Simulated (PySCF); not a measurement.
# C7H9Cl: a tour of settings

Aim: see how C7H9Cl (`CC1=CCC=C[C@H]1Cl`) answers to the choice of functional, basis, grid and SCF options.

The runs use PySCF 2.14.0, with density-fitted response routines of our own; the level of theory stands in each step. All values are computed, except where a source is named. Atoms count from 0, in the outputs and in this text.

**1. Starting geometry**

17 atoms, charge 0, multiplicity 1; geometry from: GFN2-xTB.

Bonds of the start (Å): C0–C1 1.50, C1–C2 1.33, C2–C3 1.49, C3–C4 1.49, C4–C5 1.32, C5–C6 1.48, C6–Cl7 1.84, C6–C1 1.49, C0–H8 1.09, C0–H9 1.09, C0–H10 1.09, C2–H11 1.08, C3–H12 1.10, C3–H13 1.10, C4–H14 1.08, C5–H15 1.08, C6–H16 1.09.

**2. Shielding tensors: PBE0/pcSseg-1**

Job settings and geometry (Å):

```
{"job": {"kind": "nmr", "xc": "PBE0", "basis": "pcSseg-1"}, "charge": 0, "multiplicity": 1}
C      2.205699     0.523812    -0.450666
C      0.759347     0.253646    -0.175452
C     -0.168131     1.202741    -0.142770
C     -1.612005     0.951582     0.146692
C     -1.862568    -0.426312     0.660982
C     -0.947477    -1.382812     0.631758
C      0.396961    -1.179248     0.035438
Cl     0.393923    -2.001538    -1.610583
H      2.374725     1.579344    -0.644663
H      2.532472    -0.052377    -1.315261
H      2.814196     0.220658     0.401648
H      0.106830     2.233756    -0.318073
H     -1.976491     1.688719     0.870228
H     -2.199110     1.105002    -0.767783
H     -2.841277    -0.614150     1.079275
H     -1.158541    -2.373874     1.006115
H      1.174449    -1.716918     0.583206
```

With the program's defaults for keys left out, this is: GIAO PBE0/pcSseg-1 NMR shielding, non-relativistic, gas phase.

Command:

```
$ OMP_NUM_THREADS=1 python probes_run.py task.json out
```

One launch serves the whole session: the jobs run in the order shown.

Log:

```text
coarse grid: 14808 points
cycle   1  E = -731.7079477634  dE =  1.121e+00  |g| = 4.072e-01  |ddm| = 3.860e+00
cycle   2  E = -731.7102361887  dE = -2.288e-03  |g| = 4.220e-01  |ddm| = 8.930e-01
cycle   3  E = -731.7536484229  dE = -4.341e-02  |g| = 5.640e-02  |ddm| = 4.664e-01
cycle   4  E = -731.7539700721  dE = -3.216e-04  |g| = 4.434e-02  |ddm| = 1.021e-01
cycle   5  E = -731.7544760939  dE = -5.060e-04  |g| = 8.680e-03  |ddm| = 5.074e-02
cycle   6  E = -731.7544930996  dE = -1.701e-05  |g| = 2.447e-03  |ddm| = 9.108e-03
cycle   7  E = -731.7544943818  dE = -1.282e-06  |g| = 5.938e-04  |ddm| = 2.873e-03
final grid: 138552 points
cycle   8  E = -731.8021338554  dE = -4.007e-05  |g| = 8.052e-03  |ddm| = 3.698e-02
cycle   9  E = -731.8021281108  dE =  5.745e-06  |g| = 9.194e-03  |ddm| = 1.899e-02
cycle  10  E = -731.8021502968  dE = -2.219e-05  |g| = 1.151e-03  |ddm| = 1.161e-02
cycle  11  E = -731.8021505593  dE = -2.625e-07  |g| = 2.980e-04  |ddm| = 1.722e-03
cycle  12  E = -731.8021505782  dE = -1.890e-08  |g| = 1.100e-04  |ddm| = 3.602e-04
cycle  13  E = -731.8021505812  dE = -2.906e-09  |g| = 3.629e-05  |ddm| = 1.403e-04
cycle  14  E = -731.8021505815  dE = -3.429e-10  |g| = 6.080e-06  |ddm| = 3.413e-05
converged SCF energy = -731.8021505815

GIAO shielding tensors (ppm)
atom      isotropic    diamagn.    paramagn.     s11        s22        s33       span
  0 C      162.545     244.438     -81.893    142.589    157.115    187.931     45.342
  1 C       45.412     260.134    -214.723    -70.667     46.661    160.241    230.908
  2 C       52.871     252.992    -200.121    -49.938     60.798    147.753    197.691
  3 C      154.258     248.429     -94.171    131.443    162.768    168.562     37.119
  4 C       47.727     254.344    -206.617    -66.028     45.581    163.629    229.657
  5 C       52.899     252.829    -199.930    -62.475     64.808    156.364    218.839
  6 C      125.733     244.172    -118.439     92.124    127.025    158.050     65.926
  7 Cl     680.733    1147.306    -466.572    473.644    506.557   1061.999    588.354
  8 H       29.907      29.237       0.670     25.717     28.567     35.437      9.720
  9 H       29.070      28.209       0.862     24.133     29.715     33.362      9.229
 10 H       29.956      28.360       1.597     26.009     27.746     36.114     10.105
 11 H       25.633      32.607      -6.974     22.855     25.207     28.838      5.983
 12 H       28.909      28.752       0.157     24.048     27.357     35.322     11.274
 13 H       28.656      28.280       0.376     25.467     25.995     34.507      9.040
 14 H       25.346      29.427      -4.081     23.229     25.467     27.342      4.113
 15 H       25.356      30.209      -4.853     22.705     25.746     27.619      4.914
 16 H       26.846      30.858      -4.012     24.292     24.868     31.377      7.085
```

Run time: 14 s. Hardware: 1 thread of AMD EPYC 9R45, shared host; peak memory 0.84 GiB.

The references, computed at this level on geometries of the same kind, shield at (ppm): ¹H TMS 31.72, ¹³C TMS 186.9, ³⁵Cl HCl 950. Their shielding less the atom's gives the shift. The references are single molecules in the gas phase. Atoms listed in one row are averaged.

```csv
atoms,environment,σ (ppm),δ (ppm),δ scaled to CDCl3
C1,fully substituted alkene carbon,45.4,141.5,136.2
C4,alkene CH,47.7,139.2,133.9
C2,alkene CH,52.9,134.1,128.9
C5,alkene CH,52.9,134.0,128.9
C6,allylic sp3 CH bonded to Cl,125.7,61.2,57.8
C3,allylic sp3 CH2,154.3,32.7,30.0
C0,allylic methyl carbon,162.5,24.4,21.9
H14,hydrogen on an alkene CH,25.35,6.37,6.11
H15,hydrogen on an alkene CH,25.36,6.36,6.10
H11,hydrogen on an alkene CH,25.63,6.08,5.84
H16,hydrogen on an allylic sp3 CH bonded to Cl,26.85,4.87,4.70
H13,hydrogen on an allylic sp3 CH2,28.66,3.06,2.99
H12,hydrogen on an allylic sp3 CH2,28.91,2.81,2.75
"H8, H9, H10",hydrogen on an allylic methyl carbon,29.64,2.07,2.06
Cl7,chlorine bonded to C,681,269,–
```

The scaled column applies a straight-line fit of computed shieldings to shifts measured in CDCl3, with any fitted terms for Cl, Br or S neighbours (root-mean-square error 0.16 ppm for H, 1.9 ppm for C).

Charges from the same density, by scheme (e):

```csv
atoms,Mulliken,IAO,Hirshfeld,ESP fit
C0,-0.12,-0.43,-0.12,-0.66
C1,-0.26,0.01,-0.01,0.21
C2,-0.10,-0.15,-0.05,-0.20
C3,-0.09,-0.28,-0.07,-0.03
C4,-0.16,-0.13,-0.03,-0.07
C5,-0.02,-0.16,-0.06,-0.32
C6,-0.24,-0.09,0.01,-0.02
Cl7,-0.13,-0.16,-0.10,-0.18
```

Mayer bond orders: C0–C1 1.07, C1–C2 1.85, C2–C3 1.07, C3–C4 1.06, C4–C5 1.89, C5–C6 1.03, C6–Cl7 0.99, C6–C1 0.97.

Ring of atoms C1, C2, C3, C4, C5, C6: NICS(0) 0.9, NICS(1) -2.0, NICS(1)zz -0.4 ppm (means of both faces; NICS(1) differs between them: -3.4 and -0.6).

The two faces differ (NICS(1)zz -3.1 and 2.2 ppm).

**3. Excited states and response: PBE0/def2-SVPD**

Same as in step 2 but for these lines:

```diff
@@ -1,2 +1,2 @@
-{"job": {"kind": "nmr", "xc": "PBE0", "basis": "pcSseg-1"}, "charge": 0, "multiplicity": 1}
+{"job": {"kind": "uv", "xc": "PBE0", "basis": "def2-SVPD", "nstates": 6, "ntriplets": 2}, "charge": 0, "multiplicity": 1}
 C      2.205699     0.523812    -0.450666
```

Method: TDDFT PBE0/def2-SVPD, vertical, gas phase, core orbitals frozen in the response.

Log:

```text
coarse grid: 14808 points
cycle   1  E = -731.4090342899  dE =  1.044e+00  |g| = 3.893e-01  |ddm| = 1.103e+01
cycle   2  E = -731.4099198485  dE = -8.856e-04  |g| = 4.059e-01  |ddm| = 2.894e+00
cycle   3  E = -731.4522984930  dE = -4.238e-02  |g| = 5.203e-02  |ddm| = 1.343e+00
cycle   4  E = -731.4525440100  dE = -2.455e-04  |g| = 4.254e-02  |ddm| = 2.599e-01
cycle   5  E = -731.4530248446  dE = -4.808e-04  |g| = 8.694e-03  |ddm| = 1.225e-01
cycle   6  E = -731.4530429305  dE = -1.809e-05  |g| = 1.906e-03  |ddm| = 2.964e-02
cycle   7  E = -731.4530437750  dE = -8.445e-07  |g| = 3.962e-04  |ddm| = 8.381e-03
final grid: 138552 points
cycle   8  E = -731.5398472289  dE = -3.914e-05  |g| = 7.277e-03  |ddm| = 2.279e-01
cycle   9  E = -731.5398420005  dE =  5.228e-06  |g| = 8.541e-03  |ddm| = 6.296e-02
cycle  10  E = -731.5398617173  dE = -1.972e-05  |g| = 1.057e-03  |ddm| = 3.743e-02
cycle  11  E = -731.5398619911  dE = -2.738e-07  |g| = 2.564e-04  |ddm| = 4.092e-03
cycle  12  E = -731.5398620040  dE = -1.286e-08  |g| = 1.228e-04  |ddm| = 9.888e-04
cycle  13  E = -731.5398620079  dE = -3.901e-09  |g| = 3.430e-05  |ddm| = 3.712e-04
cycle  14  E = -731.5398620082  dE = -3.122e-10  |g| = 5.249e-06  |ddm| = 1.029e-04
converged SCF energy = -731.5398620082

Static polarisability (au): isotropic 94.375, principal 74.344 91.550 117.232

Singlet excitations
state   eV       nm        f      main configurations
  1   5.5870    221.9   0.07571   H->L 0.78, H-1->L 0.11
  2   5.8235    212.9   0.06341   H-1->L 0.76
  3   6.2126    199.6   0.00149   H-2->L 0.90
  4   6.3078    196.6   0.02339   H->L+1 0.58, H-3->L 0.20, H-1->L+1 0.13
  5   6.4644    191.8   0.00107   H-3->L 0.69, H->L+1 0.21
  6   6.6695    185.9   0.00014   H->L+2 0.92

Triplet excitations (Tamm-Dancoff, eV): 4.0933 4.2026
```

Wall time 21 s (1 thread of AMD EPYC 9R45, shared host); peak memory 0.91 GiB.

Frontier orbitals and where they lie:

```csv
orbital,eV,atoms
HOMO−3,-8.46,"Cl7 52 %, C6 12 %, C5 9 %"
HOMO−2,-8.32,"Cl7 76 %, C6 12 %, H16 5 %"
HOMO−1,-7.53,"C4 27 %, C5 27 %, Cl7 18 %"
HOMO,-7.17,"C1 26 %, C2 25 %, Cl7 12 %"
LUMO,-0.62,"Cl7 28 %, C6 16 %, C4 14 %"
LUMO+1,0.16,"C1 18 %, C2 18 %, C5 16 %"
LUMO+2,0.62,"C0 11 %, C2 10 %, C3 9 %"
```

With each of the 6 states as a Gaussian band of 0.4 eV half-width at 1/e, the curve within the window shown has maxima at 217 nm (ε 5,300) L/(mol cm). Beyond the last state computed it falls off for lack of states. The curve at chosen wavelengths:

(nm, ε (L/mol/cm)): (178, 76), (181, 176), (184, 348), (186, 505), (189, 795), (192, 1135), (195, 1519), (198, 1963), (200, 2307), (203, 2905), (206, 3578), (209, 4254), (212, 4825), (214, 5094), (217, 5271), (220, 5153), (223, 4765), (226, 4176), (228, 3716), (231, 2996), (234, 2305), (237, 1698), (240, 1200), (242, 932), (245, 619), (248, 397)

Ground-state properties from the same run:

```csv
property,computed
dipole moment (D),2.42
polarisability (Å³),13.98
HOMO–LUMO gap (eV),6.55
−ε(HOMO) (eV),7.17
```

**4. NMR shieldings: PBE0/def2-SVP**

Same as in step 3 but for these lines:

```diff
@@ -1,2 +1,2 @@
-{"job": {"kind": "uv", "xc": "PBE0", "basis": "def2-SVPD", "nstates": 6, "ntriplets": 2}, "charge": 0, "multiplicity": 1}
+{"job": {"kind": "nmr", "xc": "PBE0", "basis": "def2-SVP", "pop": false, "scf": {"aux": "def2-qzvpp-jkfit"}}, "charge": 0, "multiplicity": 1}
 C      2.205699     0.523812    -0.450666
```

Level: GIAO PBE0/def2-SVP NMR shielding, non-relativistic, gas phase.

Log:

```text
final grid: 138552 points
cycle   1  E = -731.4756190261  dE =  1.054e+00  |g| = 3.839e-01  |ddm| = 4.516e+00
cycle   2  E = -731.4791541033  dE = -3.535e-03  |g| = 3.893e-01  |ddm| = 1.017e+00
cycle   3  E = -731.5173197692  dE = -3.817e-02  |g| = 6.168e-02  |ddm| = 5.289e-01
cycle   4  E = -731.5178979288  dE = -5.782e-04  |g| = 4.094e-02  |ddm| = 1.205e-01
cycle   5  E = -731.5183359223  dE = -4.380e-04  |g| = 9.192e-03  |ddm| = 5.569e-02
cycle   6  E = -731.5183560967  dE = -2.017e-05  |g| = 2.082e-03  |ddm| = 1.092e-02
cycle   7  E = -731.5183571105  dE = -1.014e-06  |g| = 5.288e-04  |ddm| = 3.858e-03
cycle   8  E = -731.5183571842  dE = -7.370e-08  |g| = 1.230e-04  |ddm| = 1.103e-03
cycle   9  E = -731.5183571886  dE = -4.370e-09  |g| = 3.619e-05  |ddm| = 2.413e-04
cycle  10  E = -731.5183571889  dE = -3.383e-10  |g| = 9.067e-06  |ddm| = 6.786e-05
converged SCF energy = -731.5183571889

GIAO shielding tensors (ppm)
atom      isotropic    diamagn.    paramagn.     s11        s22        s33       span
  0 C      173.380     245.043     -71.664    154.355    169.833    195.952     41.598
  1 C       62.394     257.755    -195.360    -43.273     59.029    171.427    214.700
  2 C       69.778     254.203    -184.425    -24.202     73.231    160.304    184.506
  3 C      167.100     252.990     -85.890    146.326    176.195    178.780     32.454
  4 C       65.861     251.494    -185.632    -38.072     59.799    175.857    213.930
  5 C       70.006     249.748    -179.742    -35.971     76.593    169.395    205.366
  6 C      136.826     248.534    -111.708    102.777    138.479    169.223     66.446
  7 Cl     744.753    1146.957    -402.204    559.291    593.559   1081.409    522.119
  8 H       30.179      29.810       0.369     25.983     28.984     35.570      9.586
  9 H       29.352      29.005       0.347     24.402     30.082     33.572      9.170
 10 H       30.219      29.071       1.149     26.380     28.124     36.155      9.775
 11 H       25.965      33.819      -7.854     23.162     25.441     29.292      6.129
 12 H       29.224      28.960       0.263     24.345     27.795     35.531     11.186
 13 H       28.928      28.900       0.028     25.733     26.326     34.725      8.991
 14 H       25.695      29.535      -3.840     23.624     25.624     27.836      4.212
 15 H       25.679      30.279      -4.600     23.134     25.877     28.026      4.892
 16 H       27.041      31.186      -4.145     24.642     24.853     31.628      6.987
```

Run time: 10 s. Hardware: 1 thread of AMD EPYC 9R45, shared host; peak memory 0.73 GiB.

Key values: δ C1 133.8, C4 130.3, C2 126.4, C5 126.2, H15 6.13, H14 6.11 ppm.

**5. NMR shieldings: mPW1PW91/pcSseg-0**

Same as in step 4 but for these lines:

```diff
@@ -1,2 +1,2 @@
-{"job": {"kind": "nmr", "xc": "PBE0", "basis": "def2-SVP", "pop": false, "scf": {"aux": "def2-qzvpp-jkfit"}}, "charge": 0, "multiplicity": 1}
+{"job": {"kind": "nmr", "xc": "mPW1PW91", "basis": "pcSseg-0", "pop": false}, "charge": 0, "multiplicity": 1}
 C      2.205699     0.523812    -0.450666
```

Method: GIAO mPW1PW91/pcSseg-0 NMR shielding, non-relativistic, gas phase.

Log:

```text
coarse grid: 14808 points
cycle   1  E = -731.1374996851  dE =  1.024e+00  |g| = 3.323e-01  |ddm| = 4.375e+00
cycle   2  E = -731.1392706570  dE = -1.771e-03  |g| = 3.529e-01  |ddm| = 1.069e+00
cycle   3  E = -731.1697179928  dE = -3.045e-02  |g| = 5.398e-02  |ddm| = 4.730e-01
cycle   4  E = -731.1702361983  dE = -5.182e-04  |g| = 3.227e-02  |ddm| = 1.163e-01
cycle   5  E = -731.1704957980  dE = -2.596e-04  |g| = 1.006e-02  |ddm| = 4.936e-02
cycle   6  E = -731.1705213994  dE = -2.560e-05  |g| = 1.261e-03  |ddm| = 1.182e-02
cycle   7  E = -731.1705218418  dE = -4.424e-07  |g| = 5.109e-04  |ddm| = 3.726e-03
final grid: 138552 points
cycle   8  E = -731.1787116258  dE = -2.082e-05  |g| = 3.788e-03  |ddm| = 3.064e-02
cycle   9  E = -731.1787113279  dE =  2.979e-07  |g| = 3.924e-03  |ddm| = 1.050e-02
cycle  10  E = -731.1787154361  dE = -4.108e-06  |g| = 4.081e-04  |ddm| = 5.986e-03
cycle  11  E = -731.1787154775  dE = -4.135e-08  |g| = 1.193e-04  |ddm| = 6.686e-04
cycle  12  E = -731.1787154802  dE = -2.658e-09  |g| = 6.644e-05  |ddm| = 2.021e-04
cycle  13  E = -731.1787154813  dE = -1.124e-09  |g| = 1.269e-05  |ddm| = 9.527e-05
cycle  14  E = -731.1787154813  dE = -3.683e-11  |g| = 3.786e-06  |ddm| = 1.964e-05
converged SCF energy = -731.1787154813

GIAO shielding tensors (ppm)
atom      isotropic    diamagn.    paramagn.     s11        s22        s33       span
  0 C      168.294     241.433     -73.139    147.666    161.839    195.378     47.712
  1 C       54.257     262.062    -207.805    -63.778     54.221    172.328    236.105
  2 C       56.732     255.084    -198.352    -49.318     60.930    158.586    207.905
  3 C      163.073     246.115     -83.042    137.924    172.932    178.364     40.440
  4 C       52.937     256.490    -203.553    -63.764     46.504    176.072    239.836
  5 C       58.444     255.339    -196.896    -59.558     67.188    167.701    227.259
  6 C      133.497     244.637    -111.140     95.251    135.792    169.447     74.196
  7 Cl     715.904    1146.276    -430.371    500.491    564.224   1082.998    582.506
  8 H       31.389      28.521       2.868     26.881     30.145     37.140     10.259
  9 H       30.658      28.146       2.512     25.364     31.176     35.434     10.070
 10 H       31.409      28.319       3.090     27.247     29.261     37.719     10.472
 11 H       27.418      31.389      -3.971     24.540     27.806     29.907      5.367
 12 H       30.633      30.133       0.500     25.480     29.251     37.168     11.687
 13 H       30.376      28.970       1.406     26.772     27.712     36.644      9.872
 14 H       27.140      28.728      -1.588     25.126     27.879     28.416      3.290
 15 H       27.175      29.447      -2.272     24.762     27.825     28.937      4.175
 16 H       28.529      32.363      -3.833     26.043     26.178     33.366      7.324
```

Run time: 4.8 s. Hardware: 1 thread of AMD EPYC 9R45, shared host; peak memory 0.59 GiB.

In short: δ C4 142.5, C1 141.2, C2 138.7, C5 137.0, H14 6.18, H15 6.15 ppm.

**6. NMR shieldings: PBE0/pcSseg-1**

Same as in step 5 but for these lines:

```diff
@@ -1,2 +1,2 @@
-{"job": {"kind": "nmr", "xc": "mPW1PW91", "basis": "pcSseg-0", "pop": false}, "charge": 0, "multiplicity": 1}
+{"job": {"kind": "nmr", "xc": "PBE0", "basis": "pcSseg-1", "pop": true, "grid": 4, "scf": {"level_shift": 0.1}}, "charge": 0, "multiplicity": 1}
 C      2.205699     0.523812    -0.450666
```

Level: GIAO PBE0/pcSseg-1 NMR shielding, non-relativistic, gas phase.

Log:

```text
final grid: 370320 points
cycle   1  E = -731.7595820081  dE =  1.118e+00  |g| = 3.777e-01  |ddm| = 3.816e+00
cycle   2  E = -731.7760024812  dE = -1.642e-02  |g| = 3.390e-01  |ddm| = 8.453e-01
cycle   3  E = -731.8014607873  dE = -2.546e-02  |g| = 4.803e-02  |ddm| = 3.291e-01
cycle   4  E = -731.8019284238  dE = -4.676e-04  |g| = 2.978e-02  |ddm| = 8.910e-02
cycle   5  E = -731.8021411923  dE = -2.128e-04  |g| = 5.583e-03  |ddm| = 3.105e-02
cycle   6  E = -731.8021491802  dE = -7.988e-06  |g| = 1.823e-03  |ddm| = 7.396e-03
cycle   7  E = -731.8021500051  dE = -8.248e-07  |g| = 4.462e-04  |ddm| = 2.271e-03
cycle   8  E = -731.8021500724  dE = -6.733e-08  |g| = 1.671e-04  |ddm| = 8.683e-04
cycle   9  E = -731.8021500830  dE = -1.061e-08  |g| = 4.348e-05  |ddm| = 3.244e-04
cycle  10  E = -731.8021500840  dE = -1.039e-09  |g| = 1.795e-05  |ddm| = 1.200e-04
cycle  11  E = -731.8021500842  dE = -1.555e-10  |g| = 8.566e-06  |ddm| = 3.872e-05
level shift removed, Fock matrix diagonalised once more
converged SCF energy = -731.8021500842

GIAO shielding tensors (ppm)
atom      isotropic    diamagn.    paramagn.     s11        s22        s33       span
  0 C      162.544     244.439     -81.895    142.588    157.112    187.932     45.344
  1 C       45.412     260.137    -214.725    -70.667     46.662    160.240    230.907
  2 C       52.871     252.992    -200.121    -49.939     60.797    147.754    197.693
  3 C      154.258     248.432     -94.173    131.444    162.769    168.562     37.118
  4 C       47.727     254.344    -206.617    -66.029     45.583    163.627    229.656
  5 C       52.899     252.828    -199.930    -62.476     64.809    156.363    218.840
  6 C      125.734     244.172    -118.438     92.126    127.025    158.050     65.924
  7 Cl     680.746    1147.306    -466.560    473.669    506.574   1061.995    588.326
  8 H       29.907      29.237       0.670     25.717     28.567     35.437      9.720
  9 H       29.070      28.209       0.862     24.134     29.715     33.362      9.229
 10 H       29.956      28.359       1.597     26.009     27.747     36.113     10.104
 11 H       25.633      32.607      -6.974     22.855     25.207     28.838      5.983
 12 H       28.909      28.752       0.157     24.048     27.357     35.322     11.274
 13 H       28.656      28.280       0.376     25.467     25.995     34.507      9.040
 14 H       25.346      29.427      -4.081     23.229     25.467     27.342      4.113
 15 H       25.356      30.209      -4.853     22.705     25.746     27.619      4.914
 16 H       26.845      30.858      -4.012     24.292     24.867     31.377      7.085
```

Run time: 29 s. Hardware: 1 thread of AMD EPYC 9R45, shared host; peak memory 0.88 GiB.

Key values: δ C1 141.5, C4 139.2, C2 134.1, C5 134.0, H14 6.37, H15 6.36 ppm.

**7. Outcome**

| quantity | value |
| --- | --- |
| ¹³C shifts against TMS (PBE0/pcSseg-1) | 141.5, 139.2, 134.1, 134.0, 61.2, 32.7, 24.4 ppm |
| ¹H shifts against TMS (PBE0/pcSseg-1, means over atoms taken as alike) | 6.37, 6.36, 6.08, 4.87, 3.06, 2.81, 2.07 ppm |
| ³⁵Cl shifts against HCl (PBE0/pcSseg-1) | 269 ppm |
| lowest singlet (PBE0/def2-SVPD) | 5.59 eV (222 nm), f = 0.076 |
| lowest triplet | 4.09 eV |

Single values in the summary come from the first run of each kind that ended normally (PBE0/pcSseg-1; PBE0/def2-SVPD), which need not be the best level. At PBE0/pcSseg-1: The widest tensor belongs to Cl7: span 588 ppm, with a paramagnetic part of -467 ppm. The first singlet state (HOMO→LUMO 0.78, HOMO−1→LUMO 0.11) lies at 5.59 eV and is bright. The lowest triplet lies 1.49 eV below the lowest singlet (triplets in Tamm-Dancoff, singlets in full TDDFT).
